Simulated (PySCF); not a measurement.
**C2H2N2Sn (SMILES N#[C][SnH2][C]#N) at 6 levels**

Wanted: a comparison of 6 runs (HF/STO-3G, HF/3-21G, HF/def2-SVP, TPSS/3-21G, wB97X/def2-SVP, r2SCAN/def2-TZVP) of C2H2N2Sn. 

The results are computed with PySCF 2.14.0.

3 further runs of the same task are left out: 3 set aside as unsound or not needed.

## 1. The structure to begin with

C2H2N2Sn has 7 atoms, charge 0, and is taken as a singlet. SMILES: `N#[C][SnH2][C]#N`. The coordinates come from a PBE0-D4/def2-TZVP relaxation.

Bond lengths: N1–C2 1.152 Å, C2–Sn3 2.099 Å, Sn3–C4 2.099 Å, C4–N5 1.152 Å, Sn3–H6 1.688 Å, Sn3–H7 1.688 Å. Angles: N1–C2–Sn3 178.2°, C2–Sn3–C4 104.7°, Sn3–C4–N5 178.1°, C2–Sn3–H6 108.7°, C2–Sn3–H7 108.6°, C4–Sn3–H6 108.6°, C4–Sn3–H7 108.6°, H6–Sn3–H7 116.9°.

## 2. Energy and forces at HF/STO-3G (run 1)

Contents of calc.py:

```python
import pyscf.grad
from pyscf import gto, scf

mol = gto.Mole()
mol.atom = '''
N        1.155100       2.513500      -0.842700
C        0.595900       1.521500      -0.671100
Sn      -0.453200      -0.278100      -0.416200
C        0.257200      -1.054400       1.399500
N        0.623600      -1.509700       2.391800
H       -2.095200       0.073600      -0.246800
H       -0.022200      -1.334400      -1.660100
'''
mol.verbose = 3
mol.max_memory = 1860
mol.spin = 0
mol.basis = 'sto-3g'
mol.build()

mf = scf.RHF(mol)
mf.conv_tol = 1e-10
mf.kernel()
if not mf.converged:
    mf = mf.newton().run(mf.mo_coeff, mf.mo_occ)

e_tot = mf.e_tot
print(f'total energy: {e_tot:.8f} hartree')
grad = mf.Gradients().kernel()
mf.analyze()
```

Run with:

```
$ OMP_NUM_THREADS=1 python calc.py
```

What it wrote:

```text
converged SCF energy = -6146.7718126959
total energy: -6146.77181270 hartree
--------------- RHF gradients ---------------
         x                y                z
0 N    -0.0068419178    -0.0113827674     0.0012610666
1 C     0.0168233067     0.0269146839    -0.0020604720
2 Sn    -0.0053810335    -0.0031350284    -0.0047458587
3 C     0.0120377153    -0.0100888295     0.0276778861
4 N    -0.0047856483     0.0046049185    -0.0115914941
5 H    -0.0189981922     0.0054252503     0.0036479907
6 H     0.0071457699    -0.0123382275    -0.0141891185
----------------------------------------------
**** MO energy ****
MO #1   energy= -1029.99438472926  occ= 2
MO #2   energy= -153.624450226828  occ= 2
MO #3   energy= -145.454322906936  occ= 2
MO #4   energy= -145.454205720753  occ= 2
MO #5   energy= -145.454011317992  occ= 2
MO #6   energy= -29.6971185193792  occ= 2
MO #7   energy= -26.6796458053688  occ= 2
MO #8   energy= -26.6792167493698  occ= 2
MO #9   energy= -26.6785919953339  occ= 2
MO #10  energy= -18.2821122202997  occ= 2
MO #11  energy= -18.28166885888    occ= 2
MO #12  energy= -18.2815949015461  occ= 2
MO #13  energy= -18.2806489879735  occ= 2
MO #14  energy= -18.2806123309278  occ= 2
MO #15  energy= -15.3381978720244  occ= 2
MO #16  energy= -15.3381920439439  occ= 2
MO #17  energy= -10.9940223493016  occ= 2
MO #18  energy= -10.9939360634287  occ= 2
MO #19  energy= -4.89764664010867  occ= 2
MO #20  energy= -3.65095112738764  occ= 2
MO #21  energy= -3.64968265638304  occ= 2
MO #22  energy= -3.64803681424318  occ= 2
MO #23  energy= -1.15019595447837  occ= 2
MO #24  energy= -1.14905992087514  occ= 2
MO #25  energy= -0.98315797534707  occ= 2
MO #26  energy= -0.979649459505431 occ= 2
MO #27  energy= -0.975960323157995 occ= 2
MO #28  energy= -0.970586989158998 occ= 2
MO #29  energy= -0.97017461584741  occ= 2
MO #30  energy= -0.68815528115277  occ= 2
MO #31  energy= -0.581002216469713 occ= 2
MO #32  energy= -0.515924383646736 occ= 2
MO #33  energy= -0.469743030692432 occ= 2
MO #34  energy= -0.442088272667562 occ= 2
MO #35  energy= -0.435648067986939 occ= 2
MO #36  energy= -0.412559474591625 occ= 2
MO #37  energy= -0.406787992271363 occ= 2
MO #38  energy= -0.405845597238389 occ= 2
MO #39  energy= -0.39903841690841  occ= 2
MO #40  energy= 0.294576487464886  occ= 0
MO #41  energy= 0.303171179635881  occ= 0
MO #42  energy= 0.312457187868214  occ= 0
MO #43  energy= 0.374424366479864  occ= 0
MO #44  energy= 0.380529943992042  occ= 0
MO #45  energy= 0.443355901841747  occ= 0
MO #46  energy= 0.462232492170858  occ= 0
MO #47  energy= 0.549532745139691  occ= 0
MO #48  energy= 1.23422204902308   occ= 0
MO #49  energy= 1.24837095031477   occ= 0
 ** Mulliken atomic charges  **
charge of    0N =     -0.12551
charge of    1C =     -0.20113
charge of    2Sn =      0.90148
charge of    3C =     -0.20112
charge of    4N =     -0.12551
charge of    5H =     -0.12411
charge of    6H =     -0.12411
Dipole moment(X, Y, Z, Debye): -3.12041, -1.81263, -2.76732
```

Wall time 4.8 s (1 thread of Intel Xeon at 2.70GHz, shared host); peak memory 0.12 GiB.

## 3. Energy and gradient at HF/3-21G (run 2)

Contents of input.py:

```python
import pyscf.grad
from pyscf import gto, scf

molecule = gto.M(
    atom='''
N    1.155100   2.513500  -0.842700
C    0.595900   1.521500  -0.671100
Sn  -0.453200  -0.278100  -0.416200
C    0.257200  -1.054400   1.399500
N    0.623600  -1.509700   2.391800
H   -2.095200   0.073600  -0.246800
H   -0.022200  -1.334400  -1.660100
''',
    basis='3-21g',
    max_memory=1860,
    spin=0,
    verbose=4,
)

hf = scf.RHF(molecule)
hf.conv_tol = 1e-10
hf.kernel()
if not hf.converged:
    hf = hf.newton().run(hf.mo_coeff, hf.mo_occ)

e_final = hf.e_tot
print('Final energy', e_final)
grad = hf.Gradients().kernel()
hf.analyze()
```

Run with:

```
$ OMP_NUM_THREADS=1 python input.py
```

What it wrote:

```text
PySCF version 2.14.0

[... 85 lines left out ...]
MO #1   energy= -1034.96959589167  occ= 2
[... 9 lines left out ...]
MO #11  energy= -19.1578013713003  occ= 2
[... 9 lines left out ...]
MO #21  energy= -4.00630685913779  occ= 2
[... 9 lines left out ...]
MO #31  energy= -0.658334043509163 occ= 2
[... 9 lines left out ...]
MO #41  energy= 0.0928010115760523 occ= 0
[... 9 lines left out ...]
MO #51  energy= 0.370116808628675  occ= 0
[... 9 lines left out ...]
MO #61  energy= 1.32294192466379   occ= 0
[... 9 lines left out ...]
MO #71  energy= 2.99123687601558   occ= 0
[... 81 lines left out ...]
Dipole moment(X, Y, Z, Debye): -3.12960, -1.81809, -2.77541
```

It took 5.4 s on 1 thread of Intel Xeon at 2.70GHz, shared host; peak memory 0.14 GiB.

Run 3 isn't shown in full; the table further down has it.

## 4. Energy and gradient at TPSS/3-21G (run 4)

Contents of job.py:

```python
from pyscf import gto, dft

mol = gto.M(
    atom=[
    ('N', (1.155100, 2.513500, -0.842700)),
    ('C', (0.595900, 1.521500, -0.671100)),
    ('Sn', (-0.453200, -0.278100, -0.416200)),
    ('C', (0.257200, -1.054400, 1.399500)),
    ('N', (0.623600, -1.509700, 2.391800)),
    ('H', (-2.095200, 0.073600, -0.246800)),
    ('H', (-0.022200, -1.334400, -1.660100)),
],
    basis='3-21g',
    verbose=4,
    max_memory=1860,
    spin=0,
    charge=0,
)

mf = dft.RKS(mol, xc='tpss')
mf.conv_tol = 1e-10
mf.grids.level = 5
mf.kernel()
if not mf.converged:
    mf = mf.newton().run(mf.mo_coeff, mf.mo_occ)

e_final = mf.e_tot
print('Final energy', e_final)
grad = mf.nuc_grad_method().kernel()
mf.analyze()
```

Run with:

```
$ OMP_NUM_THREADS=1 python job.py
```

What it wrote:

```text
PySCF version 2.14.0

[... 101 lines left out ...]
MO #1   energy= -1022.69388437297  occ= 2
[... 9 lines left out ...]
MO #11  energy= -17.6026381240151  occ= 2
[... 9 lines left out ...]
MO #21  energy= -3.24495649366275  occ= 2
[... 9 lines left out ...]
MO #31  energy= -0.445283190370466 occ= 2
[... 9 lines left out ...]
MO #41  energy= -0.0525596327952468 occ= 0
[... 9 lines left out ...]
MO #51  energy= 0.183071050338278  occ= 0
[... 9 lines left out ...]
MO #61  energy= 1.06759790063477   occ= 0
[... 9 lines left out ...]
MO #71  energy= 2.65394327910948   occ= 0
[... 81 lines left out ...]
Dipole moment(X, Y, Z, Debye): -2.78754, -1.61945, -2.47210
```

It took 43 s on 1 thread of Intel Xeon at 2.70GHz, shared host; peak memory 0.7 GiB.

Run 5 isn't shown in full; the table further down has it.

## 5. Energy and gradient at r2SCAN/def2-TZVP (core potential) (run 6)

Contents of job.py:

```python
# N#[C][SnH2][C]#N
import pyscf.grad
from pyscf import gto, dft

mol = gto.M(
    atom='''
N      2.182823     4.749827    -1.592472
C      1.126088     2.875218    -1.268195
Sn    -0.856424    -0.525533    -0.786504
C      0.486038    -1.992527     2.644672
N      1.178433    -2.852920     4.519847
H     -3.959354     0.139084    -0.466384
H     -0.041952    -2.521651    -3.137134
''',
    max_memory=1860,
    charge=0,
    ecp={'Sn': 'def2-svp'},
    basis='def2-tzvp',
    unit='bohr',
    verbose=4,
)

mf = dft.RKS(mol, xc='r2scan')
mf.conv_tol = 1e-10
mf.grids.level = 5
mf.kernel()
if not mf.converged:
    mf = mf.newton().run(mf.mo_coeff, mf.mo_occ)

energy = mf.e_tot
print('Final energy', energy)
grad = mf.Gradients().kernel()
dip = mf.dip_moment()
pop, q = mf.mulliken_pop()
```

Run with:

```
$ OMP_NUM_THREADS=1 python job.py
```

What it wrote:

```text
PySCF version 2.14.0

[... 84 lines left out ...]
converged SCF energy = -401.207553725571
Final energy -401.20755372557056
[... 14 lines left out ...]
Dipole moment(X, Y, Z, Debye): -3.19846, -1.85803, -2.83656
[... 194 lines left out ...]
charge of    6H =      0.00064
```

Run time: 3.1 min. Hardware: 1 thread of Intel Xeon at 2.70GHz, shared host; peak memory 2.7 GiB.

## 6. The series

```csv
run,level,core potential,integration grid,energy (Eh),dipole moment (D),HOMO energy (eV),LUMO energy (eV),wall time
1,HF/STO-3G,–,–,-6146.771813,4.55,-10.86,8.02,4.8 s
2,HF/3-21G,–,–,-6181.025508,4.56,-12.90,2.32,5.4 s
3,HF/def2-SVP (core potential),def2-svp,–,-398.960233,4.88,-13.03,1.98,12 s
4,TPSS/3-21G,–,5,-6184.372591,4.06,-8.29,-1.49,43 s
5,wB97X/def2-SVP (core potential),def2-svp,5,-400.997783,4.58,-12.37,1.04,50 s
6,r2SCAN/def2-TZVP (core potential),def2-svp,5,-401.207554,4.66,-9.05,-1.95,3.1 min
```

## 7. Results

| quantity | value |
| --- | --- |
| run 6: total energy | -401.20755 Eh |
| run 6: dipole moment | 4.66 D |
| run 6: HOMO energy | -9.05 eV |
| run 6: LUMO energy | -1.95 eV |
| run 6: HOMO–LUMO gap | 7.10 eV |
| run 6: largest force on an atom | 0.556 eV/Å |

The dipole moment (its size) runs from 4.06 D (TPSS/3-21G) to 4.88 D (HF/def2-SVP). The two ends differ in method and basis and core potential. The HOMO–LUMO gap runs from 6.81 eV (TPSS/3-21G) to 18.87 eV (HF/STO-3G). The two ends differ in method and basis. Totals of different functionals can't be ranked against each other. Some runs of one species differ in core potentials or relativity; totals across that change don't compare. In run 1 the basis is minimal, so the values are rough. In runs 1, 2, 4 relativity is left out where basis or elements ask for it. All runs together took 5 min, the longest 3.1 min.
